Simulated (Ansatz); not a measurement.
# GeH3O (doublet): the correlation ladder, cc-pVDZ

One table from this session's results is given with a row withheld; the runs are named, their logs left out.

Computed with Ansatz 0.2.0, Gaussian basis. Level: cc-pVDZ, core rule «outside noble gas», up to 15 orbitals frozen.

The runs, in order: UHF; CCSD(T) on ROHF; CCSD(T) on UHF; BCCD(T) on ROHF; CISD; CCSDT(Q) on ROHF; CCSDT(Q) on UHF.

22 further runs of the same task are left out: 8 that didn't finish, 14 set aside as unsound or not needed.

## What is computed

The geometry is a PBE0/def2-TZVP stationary point (not a proven minimum). No spin-orbit coupling is included. The filled d shell of Ge may be among the frozen orbitals whatever the setting's name suggests; the logs give the count.

5 atoms, charge 0, spin multiplicity 2.

Atoms are counted from 1 here; the program's logs count them from 0.

Bond lengths: Ge1–O2 1.786 Å, Ge1–H3 1.557 Å, Ge1–H4 1.546 Å, O2–H5 0.960 Å. Angles: O2–Ge1–H3 109.0°, O2–Ge1–H4 103.7°, H3–Ge1–H4 111.8°, Ge1–O2–H5 112.6°.

The first run:

Contents of in.yaml:

```yaml
crystal:
  periodic: [false, false, false]
  atoms:
    - {symbol: Ge, position_ang: [-0.035497, -0.014309, 0.323987]}
    - {symbol: O, position_ang: [0.080354, 0.109526, -1.453845]}
    - {symbol: H, position_ang: [0.751050, -1.272631, 0.795719]}
    - {symbol: H, position_ang: [0.619052, 1.292746, 0.826036]}
    - {symbol: H, position_ang: [-0.087378, -0.727459, -1.893356]}
basis:
  gaussian: {orbitals: cc-pVDZ}
magnetization: {spin_polarized: true, initial_magnetization: 1}
hamiltonian: {xc: hf}
output: {orbitals: {seedname: orbitals}}
```

Started as:

```
ansatz run in.yaml --threads 1 --pin off --events-out ev --progress --plain --max-ram 2393MiB
```

Among the steps run: UHF; CCSD(T) on ROHF; CCSD(T) on UHF; BCCD(T) on ROHF; CISD; CCSDT(Q) on ROHF; CCSDT(Q) on UHF.

One of the session's tables, all rows but one given; the rest of the session is left out.

It belongs to the step «Misses and costs». 

```
   method  from UCCSDT(Q) (kcal/mol)
     ROHF                    +193.32
      UHF                    +192.27
     RMP2                          ?
     UMP2                     +19.26
    RCCSD                      +5.14
    UCCSD                      +5.05
 RCCSD(T)                      +1.01
 UCCSD(T)                      +0.94
  BCCD(T)                      +0.97
   RCCSDT                      +0.57
   UCCSDT                      +0.49
RCCSDT(Q)                      +0.12
UCCSDT(Q)                          0
```

Estimate the missing values for RMP2.

**Answer.** from UCCSDT(Q) (kcal/mol): +19.45. In the column «from UCCSDT(Q) (kcal/mol)» it lies between UMP2 (+19.26) and UHF (+192.27).

Not comparable, so not listed: CISD (they don't share determinant, frozen orbitals or solution with the rows shown, or repeat one).

Limits of these values: Restricted and unrestricted rows rest on different reference determinants; where their highest levels disagree by more than a few hundredths of an eV, they describe different states and don't form one ladder.
